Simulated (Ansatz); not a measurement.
**Zn6F in Ansatz: the effect of boundary**

Slab: Zn6F, a slab with vacuum.

```
CELL_PARAMETERS angstrom
5.32960 0.00000 0.00000
0.00000 4.94670 0.00000
0.00000 0.00000 24.79993
ATOMIC_POSITIONS crystal
Zn 0.50000 0.75000 0.32258
Zn 0.00000 0.75000 0.32258
Zn 0.75000 0.25000 0.35360
Zn 0.25000 0.25000 0.35360
Zn 0.75000 0.75000 0.41564
Zn 0.25000 0.75000 0.41564
Zn 0.00000 0.25000 0.44666
Zn 0.50000 0.25000 0.44666
Zn 0.00000 0.75000 0.50869
Zn 0.50000 0.75000 0.50869
Zn 0.25000 0.25000 0.53971
Zn 0.75000 0.25000 0.53971
F 0.75000 0.75000 0.60342
F 0.75000 0.75000 0.66048
```

The cell isn't the ideal one: F2 (upright) over a bridge site of the (1 0 0) slab of Zn, cut from the database cell, not relaxed.

Alike in all runs:

```yaml
Program: Ansatz 0.2.0
Task: electrostatic potential
Functional: PBE
Potentials_or_basis: Ansatz PAW
Cutoff: "420 eV (not typed: the program's choice for these potentials)"
k_mesh: 5 × 6 × 1
Occupations: fermi-dirac, width 0.05 eV
Spin: no spin polarisation
```

| boundary | largest force (eV/Å) |
| --- | --- |
| dipole_correction | 5.20 |
| images | ? |
| isolated | 5.20 |

Problem. What does the run with boundary images give?

Solution. Largest force 5.35 eV/Å.
